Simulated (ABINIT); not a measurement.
# CrInF3 (Pm-3m) in ABINIT: notebook

The runs below take CrInF3 through relaxation of cell and atoms, single point, with PBE, PBEsol.

All numbers are computed with ABINIT 10.8.3 (patched build); they aren't measurements. Logs are shortened: lines on timing, memory, paths and dates and some standing lists are left out, and cuts for length are marked. The log counts tension as positive stress, the text compression.

**1. Starting point**

Symmetry: Pm-3m, No. 221, cubic system. The conventional cell has a = 3.973 Å, b = 3.973 Å, c = 3.973 Å, α = 90.00°, β = 90.00°, γ = 90.00°. Cr (site symmetry m-3m) is surrounded by 6 F at 1.99 Å. In (site symmetry m-3m) is surrounded by 12 F at 2.81 Å. F (site symmetry 4/mmm) is surrounded by 2 Cr at 1.99 Å.

The cell was built by a generator and needn't be a form met in nature.

**2. Relaxation of cell and atoms, PBE, collinear spin, ferromagnetic start**

run.abi reads:

```
# Pseudopotentials
pp_dirpath "./"
pseudos "Cr.GGA_PBE-JTH.xml, In.GGA_PBE-JTH.xml, F.GGA_PBE-JTH.xml"

# Structure
acell 3*1.0 Angstrom
rprim
     3.9732666400     0.0000000000     0.0000000000
     0.0000000000     3.9732666400     0.0000000000
     0.0000000000     0.0000000000     3.9732666400
ntypat 3
znucl 24 49 9
natom 5
typat 1 2 3 3 3
xcart
     0.0000000000     0.0000000000     0.0000000000
     3.7541928849     3.7541928849     3.7541928849
     3.7541928849     0.0000000000     0.0000000000
     0.0000000000     0.0000000000     3.7541928849
     0.0000000000     3.7541928849     0.0000000000
chkprim 0
chksymtnons 0
tolsym 1.0e-6

# Plane-wave basis
ecut 23.0
pawecutdg 45.0

# k points
kptopt 1
ngkpt 5 5 5
nshiftk 1
shiftk 0.0 0.0 0.0

# Exchange and correlation
ixc 11

# Bands and occupations
nband 30
occopt 3
tsmear 0.00183747

# Spin
nsppol 2
spinat
     0.0000000000     0.0000000000     3.0000000000
     0.0000000000     0.0000000000     0.0000000000
     0.0000000000     0.0000000000     0.0000000000
     0.0000000000     0.0000000000     0.0000000000
     0.0000000000     0.0000000000     0.0000000000

# SCF cycle
nstep 100
tolvrs 1.0e-9

# Output
iomode 3
prtwf 0
prtden 0
prteig 0
prtebands 0
prtvol 2

# Relaxation
ionmov 2
ntime 60
tolmxf 0.0001
optcell 2
dilatmx 1.15
ecutsm 0.5
chkdilatmx 0
```

Potentials or basis: JTH PAW PBE v2.0.

Started as:

```bash
$ abinit run.abi > log 2>&1
```

run.abo:

```text
.Version 10.8.3 of ABINIT
 Symmetries : space group Pm -3 m (#221); Bravais cP (primitive cubic)
================================================================================
 Values of the parameters that define the memory need of the present run
     intxc =       0    ionmov =       2      iscf =      17    lmnmax =      18
     lnmax =       6     mgfft =      40  mpssoang =       3    mqgrid =    3001
     natom =       5  nloc_mem =       2    nspden =       2   nspinor =       1
    nsppol =       2      nsym =      48    n1xccc =       1    ntypat =       3
    occopt =       3   xclevel =       2
       mpw =        3407          nfft =       64000          nkpt =          10
 PAW method is used; the additional fine FFT grid is defined by:
   mgfftf=        54    nfftf =    157464
================================================================================
================================================================================

--------------------------------------------------------------------------------
------------- Echo of variables that govern the present computation ------------
--------------------------------------------------------------------------------
 -outvars: echo values of preprocessed input variables --------
            acell      1.8897261259E+00  1.8897261259E+00  1.8897261259E+00 Bohr
              amu      5.19961000E+01  1.14820000E+02  1.89984032E+01
       chkdilatmx           0
          chkprim           0
      chksymtnons           0
          dilatmx      1.15000000E+00
             ecut      2.30000000E+01 Hartree
           ecutsm      5.00000000E-01 Hartree
           ionmov           2
              ixc          11
         kptrlatt        5    0    0      0    5    0      0    0    5
          kptrlen      3.75419289E+01
            natom           5
            nband          30
            ngfft          40      40      40
          ngfftdg          54      54      54
             nkpt          10
           nspden           2
           nsppol           2
            nstep         100
             nsym          48
            ntime          60
           ntypat           3
           occopt           3
          optcell           2
        pawecutdg      4.50000000E+01 Hartree
         pawxcdev           0
           prtden           0
        prtebands           0
           prteig           0
           prtvol           2
            prtwf           0
            rprim      3.9732666400E+00  0.0000000000E+00  0.0000000000E+00
                       0.0000000000E+00  3.9732666400E+00  0.0000000000E+00
                       0.0000000000E+00  0.0000000000E+00  3.9732666400E+00
          spgroup         221
           spinat      0.0000000000E+00  0.0000000000E+00  3.0000000000E+00
                       0.0000000000E+00  0.0000000000E+00  0.0000000000E+00
                       0.0000000000E+00  0.0000000000E+00  0.0000000000E+00
                       0.0000000000E+00  0.0000000000E+00  0.0000000000E+00
                       0.0000000000E+00  0.0000000000E+00  0.0000000000E+00
           tolmxf      1.00000000E-04
           tolsym      1.00000000E-06
           tolvrs      1.00000000E-09
           tsmear      1.83747000E-03 Hartree
            typat      1  2  3  3  3
           useylm           1
           xangst      0.0000000000E+00  0.0000000000E+00  0.0000000000E+00
                       1.9866333200E+00  1.9866333200E+00  1.9866333200E+00
                       1.9866333200E+00  0.0000000000E+00  0.0000000000E+00
                       0.0000000000E+00  0.0000000000E+00  1.9866333200E+00
                       0.0000000000E+00  1.9866333200E+00  0.0000000000E+00
            xcart      0.0000000000E+00  0.0000000000E+00  0.0000000000E+00
                       3.7541928874E+00  3.7541928874E+00  3.7541928874E+00
                       3.7541928874E+00  0.0000000000E+00  0.0000000000E+00
                       0.0000000000E+00  0.0000000000E+00  3.7541928874E+00
                       0.0000000000E+00  3.7541928874E+00  0.0000000000E+00
             xred      0.0000000000E+00  0.0000000000E+00  0.0000000000E+00
                       5.0000000000E-01  5.0000000000E-01  5.0000000000E-01
                       5.0000000000E-01  0.0000000000E+00  0.0000000000E+00
                       0.0000000000E+00  0.0000000000E+00  5.0000000000E-01
                       0.0000000000E+00  5.0000000000E-01  0.0000000000E+00
            znucl       24.00000   49.00000    9.00000

================================================================================

 chkinp: Checking input parameters for consistency.

================================================================================
== DATASET  1 ==================================================================
[... 959 lines left out ...]
   1.00000    1.00000    1.00000    1.00000    1.00000    1.00000    1.00000    1.00000
   1.00000    1.00000    1.00000    1.00000    1.00000    1.00000    1.00000    1.00000
   1.00000    0.08416    0.00000    0.00000    0.00000    0.00000
 kpt#  10, nband= 30, wtk=  0.06400, kpt=  0.4000  0.4000  0.4000 (reduced coord)
  -2.51305   -1.46177   -1.46177   -1.46177   -0.72848   -0.72704   -0.72704   -0.38099
  -0.38097   -0.38097   -0.38033   -0.38033   -0.12878   -0.09815   -0.09220   -0.09220
  -0.08957   -0.08957   -0.01994   -0.01994   -0.01882    0.04740    0.14067    0.14125
   0.14125    0.21336    0.21336    0.26394    0.28246    0.28246
      occupation numbers for kpt#  10
   1.00000    1.00000    1.00000    1.00000    1.00000    1.00000    1.00000    1.00000
   1.00000    1.00000    1.00000    1.00000    1.00000    1.00000    1.00000    1.00000
   1.00000    1.00000    1.00000    1.00000    1.00000    1.00000    1.00000    1.00000
   1.00000    0.00000    0.00000    0.00000    0.00000    0.00000
 Eigenvalues (hartree) for nkpt=  10  k points, SPIN DOWN:
 kpt#   1, nband= 30, wtk=  0.00800, kpt=  0.0000  0.0000  0.0000 (reduced coord)
  -2.37110   -1.32146   -1.32146   -1.32146   -0.73901   -0.72479   -0.72479   -0.38167
  -0.38167   -0.38071   -0.38071   -0.38071   -0.08588   -0.08588   -0.08588   -0.03179
  -0.03179   -0.03179   -0.03151   -0.03151   -0.03151   -0.01430    0.24608    0.24608
   0.24608    0.26102    0.26102    0.33575    0.33575    0.33575
      occupation numbers for kpt#   1
   1.00000    1.00000    1.00000    1.00000    1.00000    1.00000    1.00000    1.00000
   1.00000    1.00000    1.00000    1.00000    1.00000    1.00000    1.00000    1.00000
   1.00000    1.00000    1.00000    1.00000    1.00000    1.00000    0.00000    0.00000
   0.00000    0.00000    0.00000    0.00000    0.00000    0.00000
 kpt#   2, nband= 30, wtk=  0.04800, kpt=  0.2000  0.0000  0.0000 (reduced coord)
  -2.37110   -1.32159   -1.32145   -1.32145   -0.73741   -0.72496   -0.72472   -0.38185
  -0.38128   -0.38095   -0.38095   -0.38069   -0.09206   -0.08273   -0.08273   -0.05923
  -0.03647   -0.03647   -0.03295   -0.03078   -0.03078    0.01976    0.24641    0.24996
   0.24996    0.25965    0.26142    0.28772    0.33609    0.33609
      occupation numbers for kpt#   2
   1.00000    1.00000    1.00000    1.00000    1.00000    1.00000    1.00000    1.00000
[... 68 lines left out ...]
      occupation numbers for kpt#   9
   1.00000    1.00000    1.00000    1.00000    1.00000    1.00000    1.00000    1.00000
   1.00000    1.00000    1.00000    1.00000    1.00000    1.00000    1.00000    1.00000
   1.00000    1.00000    1.00000    1.00000    1.00000    1.00000    0.00000    0.00000
   0.00000    0.00000    0.00000    0.00000    0.00000    0.00000
 kpt#  10, nband= 30, wtk=  0.06400, kpt=  0.4000  0.4000  0.4000 (reduced coord)
  -2.37109   -1.32180   -1.32180   -1.32180   -0.72649   -0.72511   -0.72511   -0.38091
  -0.38090   -0.38090   -0.38028   -0.38028   -0.11902   -0.09070   -0.08343   -0.08343
  -0.07781   -0.07781   -0.01708   -0.01708   -0.01606    0.04842    0.26475    0.26613
   0.26613    0.27747    0.29461    0.29461    0.31386    0.31386
      occupation numbers for kpt#  10
   1.00000    1.00000    1.00000    1.00000    1.00000    1.00000    1.00000    1.00000
   1.00000    1.00000    1.00000    1.00000    1.00000    1.00000    1.00000    1.00000
   1.00000    1.00000    1.00000    1.00000    1.00000    1.00000    0.00000    0.00000
   0.00000    0.00000    0.00000    0.00000    0.00000    0.00000
 Total charge density [el/Bohr^3]
)     Maximum=    3.7339E+00  at reduced coord.    0.5000    0.5000    0.5000
)Next maximum=    3.5653E+00  at reduced coord.    0.5000    0.5000    0.5185
)     Minimum=    3.5633E-03  at reduced coord.    0.5000    0.5000    0.0000
)Next minimum=    3.5633E-03  at reduced coord.    0.5000    0.0000    0.5000
   Integrated=    4.8000E+01
 Spin up density      [el/Bohr^3]
)     Maximum=    1.8671E+00  at reduced coord.    0.5000    0.5000    0.5000
)Next maximum=    1.7828E+00  at reduced coord.    0.5000    0.5000    0.5185
)     Minimum=    1.8121E-03  at reduced coord.    0.5000    0.5000    0.0000
)Next minimum=    1.8121E-03  at reduced coord.    0.5000    0.0000    0.5000
   Integrated=    2.6000E+01
 Spin down density    [el/Bohr^3]
)     Maximum=    1.8667E+00  at reduced coord.    0.5000    0.5000    0.5000
)Next maximum=    1.7824E+00  at reduced coord.    0.5000    0.5000    0.5185
)     Minimum=    1.7512E-03  at reduced coord.    0.5000    0.5000    0.0000
)Next minimum=    1.7512E-03  at reduced coord.    0.5000    0.0000    0.5000
   Integrated=    2.2000E+01
 Magnetization (spin up - spin down) [el/Bohr^3]
)     Maximum=    5.0315E-01  at reduced coord.    0.0000    0.0000    0.0000
)Next maximum=    4.9080E-01  at reduced coord.    0.0000    0.0000    0.9815
)     Minimum=   -1.1507E-02  at reduced coord.    0.4074    0.0000    0.0000
)Next minimum=   -1.1507E-02  at reduced coord.    0.5926    0.0000    0.0000
   Integrated=    4.0000E+00
 Relative magnetization (=zeta, between -1 and 1)
)     Maximum=    6.1301E-01  at reduced coord.    0.8519    0.8519    0.8519
)Next maximum=    6.1301E-01  at reduced coord.    0.1481    0.8519    0.8519
)     Minimum=   -1.4717E-02  at reduced coord.    0.3889    0.0000    0.0000
)Next minimum=   -1.4717E-02  at reduced coord.    0.6111    0.0000    0.0000

--- !EnergyTerms
iteration_state     : {dtset: 1, itime: 5, icycle: 1, }
comment             : Components of total free energy in Hartree
kinetic             :  5.77066812929375E+01
hartree             :  6.85801769006448E+01
xc                  : -2.21536947741514E+01
Ewald energy        : -1.42639930895810E+02
psp_core            :  6.47522456286302E+00
local_psp           : -1.94193871544742E+02
PAW spherical_terms :  7.48443590284535E+00
internal            : -2.18740978555413E+02
'-kT*entropy'       : -3.70789276200087E-04
total_energy        : -2.18741349344689E+02
total_energy_eV     : -5.95225534498540E+03
...

--- !EnergyTermsDC
iteration_state     : {dtset: 1, itime: 5, icycle: 1, }
comment             : '"Double-counting" decomposition of free energy'
band_energy         : -2.18802415228804E+01
Ewald energy        : -1.42639930895810E+02
psp_core            :  6.47522456286302E+00
xc_dc               : -6.70852732423451E+01
PAW spherical_terms :  6.38924113012537E+00
internal            : -2.18740979968047E+02
'-kT*entropy'       : -3.70789276200087E-04
total_energy_dc     : -2.18741350757324E+02
total_energy_dc_eV  : -5.95225538342514E+03
...

--- !EnergyTermsWithPAWCore
iteration_state     : {dtset: 1, itime: 5, icycle: 1, }
comment             : 'Components of total free energy, including PAW core contributions'
Total energy        : -7.23238935180722E+03
Total energy DC     : -7.23238935321986E+03
Total energy (eV)   : -1.96803340133346E+05
Total energy DC (eV): -1.96803340171786E+05
...

 Cartesian components of stress tensor (hartree/bohr^3)
  sigma(1 1)= -2.56059187E-07  sigma(3 2)=  0.00000000E+00
  sigma(2 2)= -2.56059187E-07  sigma(3 1)=  0.00000000E+00
  sigma(3 3)= -2.56059187E-07  sigma(2 1)=  0.00000000E+00

-Cartesian components of stress tensor (GPa)         [Pressure=  7.5335E-03 GPa]
- sigma(1 1)= -7.53352139E-03  sigma(3 2)=  0.00000000E+00
- sigma(2 2)= -7.53352139E-03  sigma(3 1)=  0.00000000E+00
- sigma(3 3)= -7.53352139E-03  sigma(2 1)=  0.00000000E+00

== END DATASET(S) ==============================================================
================================================================================

 -outvars: echo values of variables after computation  --------
            acell      8.0283524747E+00  8.0283524747E+00  8.0283524747E+00 Bohr
           etotal     -2.1874135076E+02
            fcart     -0.0000000000E+00 -0.0000000000E+00 -0.0000000000E+00
                      -0.0000000000E+00 -0.0000000000E+00 -0.0000000000E+00
                      -0.0000000000E+00 -0.0000000000E+00 -0.0000000000E+00
                      -0.0000000000E+00 -0.0000000000E+00 -0.0000000000E+00
                      -0.0000000000E+00 -0.0000000000E+00 -0.0000000000E+00
           strten     -2.5605918749E-07 -2.5605918749E-07 -2.5605918749E-07
                       0.0000000000E+00  0.0000000000E+00  0.0000000000E+00
           xangst      0.0000000000E+00  0.0000000000E+00  0.0000000000E+00
                       2.1242105839E+00  2.1242105839E+00  2.1242105839E+00
                       2.1242105839E+00  0.0000000000E+00  0.0000000000E+00
                       0.0000000000E+00  0.0000000000E+00  2.1242105839E+00
                       0.0000000000E+00  2.1242105839E+00  0.0000000000E+00
             xred      0.0000000000E+00  0.0000000000E+00  0.0000000000E+00
                       5.0000000000E-01  5.0000000000E-01  5.0000000000E-01
                       5.0000000000E-01  0.0000000000E+00  0.0000000000E+00
                       0.0000000000E+00  0.0000000000E+00  5.0000000000E-01
                       0.0000000000E+00  5.0000000000E-01  0.0000000000E+00
 Calculation completed.
```

Wall time 10 min (1 thread of Arm Neoverse V1, shared host); peak memory 0.23 GiB.

What came out:

- Free energy: -5952.2554 eV
- Relaxed volume: 15.34 Å³/atom
- Relaxed cell: a = 4.248 Å, b = 4.248 Å, c = 4.248 Å, α = 90.00°, β = 90.00°, γ = 90.00°
- Space group after relaxing (to 0.05 Å): Pm-3m (No. 221)
- Energy gained by relaxing: 157.3 meV/atom
- Ionic steps: 5
- Pressure after relaxing: 0.0 GPa
- Band gap on the k mesh: none (metal or under the smearing width)
- Net moment: 4.00 μB per cell
- Site moments: Cr +3.51; In +0.01; F +0.02 μB
- Valence electrons inside the program's atomic spheres: Cr 11.95; In 11.00; F 5.67

The path:
```tsv
step	energy change (eV)	largest force (eV/Å)	pressure (GPa)	volume (Å³)
1	0.0000	0.0000	21.79	62.73
2	-0.4514	0.0000	12.53	67.00
3	-0.7677	0.0000	2.45	74.20
4	-0.7858	0.0000	0.38	76.28
5	-0.7863	0.0000	0.01	76.68
```

Final structure:
```xyz
5
Lattice="4.2484 0.0000 0.0000 0.0000 4.2484 0.0000 0.0000 0.0000 4.2484" Properties=species:S:1:pos:R:3 pbc="T T T"
Cr    0.0000    0.0000    0.0000
In    2.1242    2.1242    2.1242
F     2.1242    0.0000    0.0000
F     0.0000    0.0000    2.1242
F     0.0000    2.1242    0.0000
```

Caveat: the volume moved by over 15 % at a fixed basis, so the end points are rough; a cell with one magnetic atom can't hold antiferromagnetic order, which such compounds often take; semilocal functionals often make such compounds metallic where correlation or magnetic order opens a gap, which also shifts bond lengths. With open d or f shells a metallic result of PBE can be an artefact of self-interaction; +U or a hybrid may open a gap.

(Part 1 of 2 ends here.)
